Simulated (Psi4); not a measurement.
**triplet AlGeH4Cl at 3 levels**

Aim: a comparison of 3 runs (UHF/STO-3G, UB3LYP/6-31G*, UTPSSh/def2-SVP) of triplet AlGeH4Cl. 

The calculation is run with Psi4 1.11.

## Step 1: The system as given

AlGeH4Cl: 7 atoms, total charge 0, spin state triplet. SMILES of the parent species: `[Cl][AlH][GeH3]`. The coordinates come from a PBE0-D4/def2-TZVP relaxation. That shape belongs to the parent species and isn't relaxed for this state.

Bond lengths: Cl1–Al2 2.102 Å, Al2–Ge3 2.467 Å, Al2–H4 1.580 Å, Ge3–H5 1.540 Å, Ge3–H6 1.540 Å, Ge3–H7 1.540 Å. Angles: Cl1–Al2–Ge3 116.8°, Cl1–Al2–H4 116.5°, Ge3–Al2–H4 126.7°, Al2–Ge3–H5 111.0°, Al2–Ge3–H6 111.0°, Al2–Ge3–H7 112.3°, H5–Ge3–H6 107.2°, H5–Ge3–H7 107.6°, H6–Ge3–H7 107.6°.

## Step 2: Energy and forces at UHF/STO-3G (run 1)

job.json

```json
{
 "schema_name": "qcschema_input",
 "schema_version": 1,
 "molecule": {
  "schema_name": "qcschema_molecule",
  "schema_version": 2,
  "symbols": ["Cl", "Al", "Ge", "H", "H", "H", "H"],
  "geometry": [-4.7229925, -2.88598974, -0.23980625, -0.80388949, -2.48442294, 0.27306543, 0.94694176, 1.81375913, -0.17631145, 0.71715106, -4.97375916, 0.90706854, 0.42651119, 2.87710802, -2.83440021, -0.27212056, 3.64036841, 1.73250091, 3.82423876, 1.88462386, 0.25152255],
  "molecular_charge": 0,
  "molecular_multiplicity": 3,
  "fix_symmetry": "c1"
 },
 "driver": "gradient",
 "model": {
  "method": "hf",
  "basis": "STO-3G"
 },
 "keywords": {
  "reference": "uhf",
  "puream": true,
  "e_convergence": 1e-09,
  "d_convergence": 1e-08,
  "scf_type": "pk",
  "maxiter": 100,
  "scf_properties": ["QUADRUPOLE", "LOWDIN_CHARGES", "WIBERG_LOWDIN_INDICES"]
 }
}
```

Launch:

```console
psi4 --qcschema job.json -n 1 --memory 2200MB
```

stdout:

```text
[...]
  Running in c1 symmetry.
[...]
  Nuclear repulsion =  276.638620393276597
[...]
  Multiplicity = 3
[...]
  Nalpha       = 34
  Nbeta        = 32
[...]
    Number of basis functions: 40
[...]
   @UHF iter   1: -2746.69536762769621   -3.48367e+00   1.87456e-02 DIIS/ADIIS
[...]
   @UHF iter  23: -2747.52317245170025   -2.13731e-11   8.68639e-09 DIIS
[...]
   @S^2 Observed:                2.005042778E+00
[...]
  @UHF Final Energy: -2747.52317245170025
   => Energetics <=
    Nuclear Repulsion Energy =            276.6386203932765966
    One-Electron Energy =               -4400.8668780851494375
    Two-Electron Energy =                1376.7050852401730481
    Total Energy =                      -2747.5231724517002476
  UHF NO Occupations:
  HONO-2 :   32  A 1.9978255
  HONO-1 :   33  A 1.0000000
[...]
 Multipole Moments:
 ------------------------------------------------------------------------------------
     Multipole            Electronic (a.u.)      Nuclear  (a.u.)        Total (a.u.)
 ------------------------------------------------------------------------------------
 L = 1.  Multiply by 2.5417464519 to convert [e a0] to [Debye]
 Dipole X            :          4.7587352           -2.8520298            1.9067055
 Dipole Y            :          7.0706261           -5.5384973            1.5321287
 Dipole Z            :         -0.4603922            0.4896396            0.0292474
 Magnitude           :                                                    2.4461806
 L = 2.  Multiply by 1.3450342976 to convert [e a0^2] to [Debye ang]
 Quadrupole XX       :       -420.9971768          384.7460498          -36.2511270
 Quadrupole XY       :       -303.0271618          299.9595246           -3.0676372
[...]
  -Total Gradient:
     Atom            X                  Y                   Z
    ------   -----------------  -----------------  -----------------
       1        0.004237998275    -0.011171963987     0.002517860803
       2       -0.015467021882     0.054102978711    -0.011411493606
       3       -0.024400731864    -0.056024153204     0.005716220512
       4        0.008943119979    -0.046896854906     0.009112802811
       5       -0.002255528985     0.019773668471    -0.031325984875
       6       -0.010289416272     0.028652538195     0.021326284220
       7        0.039231580909     0.011563786975     0.004064310132
[...]
```

The result, in JSON:

```text
{
 "driver": "gradient",
 "model": {
  "method": "hf",
  "basis": "STO-3G"
 },
 "success": true,
 "return_result": [0.004237998275053445, -0.01117196398694852, 0.0025178608028175835, -0.015467021882095132, 0.05410297871054265, -0.011411493605554327, -0.024400731863538833, -0.05602415320406004, 0.005716220512057776, 0.00894311997909411, -0.046896854906261415, 0.009112802810765736, -0.0022555289848427418, 0.019773668470837058, -0.03132598487460386, -0.010289416271737503, 0.02865253819490926, 0.021326284220322955, 0.0392315809085213, 0.011563786974570882, 0.0040643101318770525],
 "properties": {
  "calcinfo_nbasis": 40,
  "calcinfo_nmo": 40,
  "calcinfo_nalpha": 34,
  "calcinfo_nbeta": 32,
  "calcinfo_natom": 7,
  "nuclear_repulsion_energy": 276.6386203932766,
  "return_energy": -2747.5231724517002,
  "return_gradient": [0.004237998275053445, -0.01117196398694852, 0.0025178608028175835, -0.015467021882095132, 0.05410297871054265, -0.011411493605554327, -0.024400731863538833, -0.05602415320406004, 0.005716220512057776, 0.00894311997909411, -0.046896854906261415, 0.009112802810765736, -0.0022555289848427418, 0.019773668470837058, -0.03132598487460386, -0.010289416271737503, 0.02865253819490926, 0.021326284220322955, 0.0392315809085213, 0.011563786974570882, 0.0040643101318770525],
  "scf_one_electron_energy": -4400.866878085149,
  "scf_two_electron_energy": 1376.705085240173,
  "scf_dipole_moment": [1.906705469947597, 1.532128724457321, 0.02924742122115348],
  "scf_total_energy": -2747.5231724517002,
  "scf_total_gradient": [0.004237998275053445, -0.01117196398694852, 0.0025178608028175835, -0.015467021882095132, 0.05410297871054265, -0.011411493605554327, -0.024400731863538833, -0.05602415320406004, 0.005716220512057776, 0.00894311997909411, -0.046896854906261415, 0.009112802810765736, -0.0022555289848427418, 0.019773668470837058, -0.03132598487460386, -0.010289416271737503, 0.02865253819490926, 0.021326284220322955, 0.0392315809085213, 0.011563786974570882, 0.0040643101318770525],
  "scf_iterations": 23
 }
}
```

It took 3.6 s on 1 thread of Intel Xeon Platinum 8259CL at 2.50GHz (Skylake/Cascade Lake), shared host; peak memory 0.2 GiB.

## Step 3: Energy and gradient at UB3LYP/6-31G(d) (spherical functions) (run 2)

alclgeh4.xyz

```xyz
7
AlClGeH4
Cl    -2.499300    -1.527200    -0.126900
Al    -0.425400    -1.314700     0.144500
Ge     0.501100     0.959800    -0.093300
H      0.379500    -2.632000     0.480000
H      0.225700     1.522500    -1.499900
H     -0.144000     1.926400     0.916800
H      2.023700     0.997300     0.133100
```

run.py

```python
import numpy as np
from ase.calculators.psi4 import Psi4
from ase.io import read

a = read('alclgeh4.xyz')
calc = Psi4(atoms=a, method='b3lyp', basis='6-31G*', memory='2200MB', num_threads=1, charge=0, multiplicity=3, label='calc', reference='uks')
calc.psi4.set_options({'puream': True, 'e_convergence': 1e-09, 'd_convergence': 1e-08, 'scf_type': 'pk', 'dft_radial_points': 99, 'dft_spherical_points': 590, 'maxiter': 100})
a.calc = calc

forces = a.get_forces()
print(f'energy: {a.get_potential_energy():.6f} eV')
print('forces / eV A^-1')
print(np.round(forces, 5))
```

Launch:

```console
python run.py
```

calc.dat:

```text
[...]
  Running in c1 symmetry.
[...]
  Nuclear repulsion =  276.638620203239952
[...]
  Multiplicity = 3
[...]
  Nalpha       = 34
  Nbeta        = 32
[...]
    Number of basis functions: 76
[...]
   @UKS iter   1: -2779.98810294370605   -1.64025e+00   3.60663e-02 ADIIS/DIIS
[...]
   @UKS iter  16: -2781.70567594372005   -2.27374e-12   8.54642e-09 DIIS
[...]
   @S^2 Observed:                2.002837428E+00
[...]
  @UKS Final Energy: -2781.70567594372005
   => Energetics <=
    Nuclear Repulsion Energy =            276.6386202032399524
    One-Electron Energy =               -4419.3002585653284768
    Two-Electron Energy =                1463.5300987190623800
    DFT Exchange-Correlation Energy =    -102.5741363006940077
    Empirical Dispersion Energy =           0.0000000000000000
    VV10 Nonlocal Energy =                  0.0000000000000000
    Total Energy =                      -2781.7056759437205073
[...]
 Multipole Moments:
 ------------------------------------------------------------------------------------
     Multipole            Electronic (a.u.)      Nuclear  (a.u.)        Total (a.u.)
 ------------------------------------------------------------------------------------
 L = 1.  Multiply by 2.5417464519 to convert [e a0] to [Debye]
 Dipole X            :          3.7006766           -2.8520298            0.8486469
 Dipole Y            :          6.4493574           -5.5384974            0.9108600
 Dipole Z            :         -0.5147610            0.4896396           -0.0251214
 Magnitude           :                                                    1.2451902
[...]
  -Total Gradient:
     Atom            X                  Y                   Z
    ------   -----------------  -----------------  -----------------
       1        0.012918938560    -0.003164948512     0.002438069824
       2       -0.000499175151     0.016977791882    -0.002934940970
       3       -0.011161526777    -0.020802762832     0.001788507152
       4       -0.008369957129    -0.000442422883    -0.001158505756
       5        0.003846036250     0.000616077284     0.006267580396
       6        0.005551437746    -0.001149549989    -0.004730623591
       7       -0.002282400774     0.007965754283    -0.001669512090
[...]
```

On the terminal:

```text
energy: -75694.066954 eV
forces / eV A^-1
[[-0.66432  0.16275 -0.12537]
 [ 0.02567 -0.87303  0.15092]
 [ 0.57395  1.06972 -0.09197]
 [ 0.4304   0.02275  0.05957]
 [-0.19777 -0.03168 -0.32229]
 [-0.28547  0.05911  0.24326]
 [ 0.11737 -0.40962  0.08585]]
```

It took 40 s on 1 thread of Intel Xeon Platinum 8259CL at 2.50GHz (Skylake/Cascade Lake), shared host; peak memory 0.95 GiB.

## Step 4: Energy and forces at UTPSSh/def2-SVP (run 3)

alclgeh4.py

```python
import psi4

psi4.set_memory(2200000000)
psi4.set_num_threads(1)
psi4.core.set_output_file('alclgeh4.out', False)

mol = psi4.geometry("""
0 3
Cl
Al 1 2.10235
Ge 2 2.467448 1 116.81684
H 2 1.57978 1 116.47063 3 -179.98333
H 3 1.539805 2 110.96145 4 120.14958
H 3 1.539731 5 107.15321 2 -121.30659
H 3 1.539797 6 107.61051 5 115.45923
symmetry c1
""")

psi4.set_options({
    'basis': 'def2-SVP',
    'reference': 'uks',
    'puream': True,
    'e_convergence': 1e-09,
    'd_convergence': 1e-08,
    'scf_type': 'pk',
    'dft_radial_points': 99,
    'dft_spherical_points': 590,
    'maxiter': 100,
})

energy_value, wavefunction = psi4.gradient('tpssh', molecule=mol, return_wfn=True)
psi4.oeprop(wavefunction, 'DIPOLE', 'MULLIKEN_CHARGES', 'MAYER_INDICES', title='TPSSH')
print('gradient / Eh bohr^-1')
print(energy_value.np.round(6))
print(f'energy = {wavefunction.energy():.10f} Eh')
```

Launch:

```console
python alclgeh4.py
```

alclgeh4.out:

```text
[...]
  Running in c1 symmetry.
[...]
  Nuclear repulsion =  276.638634819285130
[...]
  Multiplicity = 3
[...]
  Nalpha       = 34
  Nbeta        = 32
[...]
    Number of basis functions: 88
[...]
   @UKS iter   1: -2779.66721409208185   -1.39363e+00   2.85330e-02 ADIIS/DIIS
[...]
   @UKS iter  17: -2781.47518276872825   -3.18323e-12   4.05944e-09 DIIS
[...]
   @S^2 Observed:                2.003294708E+00
[...]
  @UKS Final Energy: -2781.47518276872825
   => Energetics <=
    Nuclear Repulsion Energy =            276.6386348192851301
    One-Electron Energy =               -4419.2920000798758338
    Two-Electron Energy =                1476.1269171515232301
    DFT Exchange-Correlation Energy =    -114.9487346596609854
    Empirical Dispersion Energy =           0.0000000000000000
    VV10 Nonlocal Energy =                  0.0000000000000000
    Total Energy =                      -2781.4751827687282457
[...]
  -Total Gradient:
     Atom            X                  Y                   Z
    ------   -----------------  -----------------  -----------------
       1        0.000009021803     0.004626580327     0.012842936926
       2       -0.000066491422    -0.014005488550    -0.001190400078
       3        0.000008603110     0.018708331164    -0.012449138067
       4        0.000005435642    -0.000063522936    -0.008392920316
       5        0.003920859741    -0.000465161209     0.004148352193
       6       -0.003868866521    -0.000519601098     0.004213569138
       7       -0.000008292969    -0.008253917512     0.000841694116
[...]
 Multipole Moments:
 ------------------------------------------------------------------------------------
     Multipole            Electronic (a.u.)      Nuclear  (a.u.)        Total (a.u.)
 ------------------------------------------------------------------------------------
 L = 1.  Multiply by 2.5417464519 to convert [e a0] to [Debye]
 Dipole X            :          0.0007748           -0.0013303           -0.0005555
 Dipole Y            :         -5.9980711            5.3002252           -0.6978458
 Dipole Z            :          4.0632666           -3.3100416            0.7532251
 Magnitude           :                                                    1.0268092
[...]
```

Standard output:

```text
gradient / Eh bohr^-1
[[ 9.0000e-06  4.6270e-03  1.2843e-02]
 [-6.6000e-05 -1.4005e-02 -1.1900e-03]
 [ 9.0000e-06  1.8708e-02 -1.2449e-02]
 [ 5.0000e-06 -6.4000e-05 -8.3930e-03]
 [ 3.9210e-03 -4.6500e-04  4.1480e-03]
 [-3.8690e-03 -5.2000e-04  4.2140e-03]
 [-8.0000e-06 -8.2540e-03  8.4200e-04]]
energy = -2781.4751827687 Eh
```

Run time: 1.8 min. Hardware: 1 thread of Intel Xeon Platinum 8259CL at 2.50GHz (Skylake/Cascade Lake), shared host; peak memory 1.2 GiB.

## Step 5: All runs side by side

```
run                                level         integration grid   energy (Eh)  dipole moment (D)  HOMO energy (eV)   ⟨S²⟩  wall time
  1                           UHF/STO-3G                        –  -2747.523172               6.22             -1.37  2.005      3.6 s
  2  UB3LYP/6-31G* (spherical functions)  99 radial × 590 angular  -2781.705676               3.16             -3.63  2.003       40 s
  3                      UTPSSh/def2-SVP  99 radial × 590 angular  -2781.475183               2.61             -3.56  2.003    1.8 min
```

## Step 6: What came out

| quantity | value |
| --- | --- |
| run 3: total energy | -2781.47518 Eh |
| run 3: dipole moment | 2.61 D |
| run 3: HOMO energy (highest over α and β) | -3.56 eV |
| run 3: ⟨S²⟩ | 2.003 |
| run 3: largest force on an atom | 1.156 eV/Å |

What this shows: The dipole moment (its size) runs from 2.61 D (UTPSSh/def2-SVP) to 6.22 D (UHF/STO-3G). The two ends differ in method and basis. Totals of different functionals can't be ranked against each other. In run 1 the basis is minimal, so the values are rough. All runs together took 2.5 min, the longest 1.8 min.
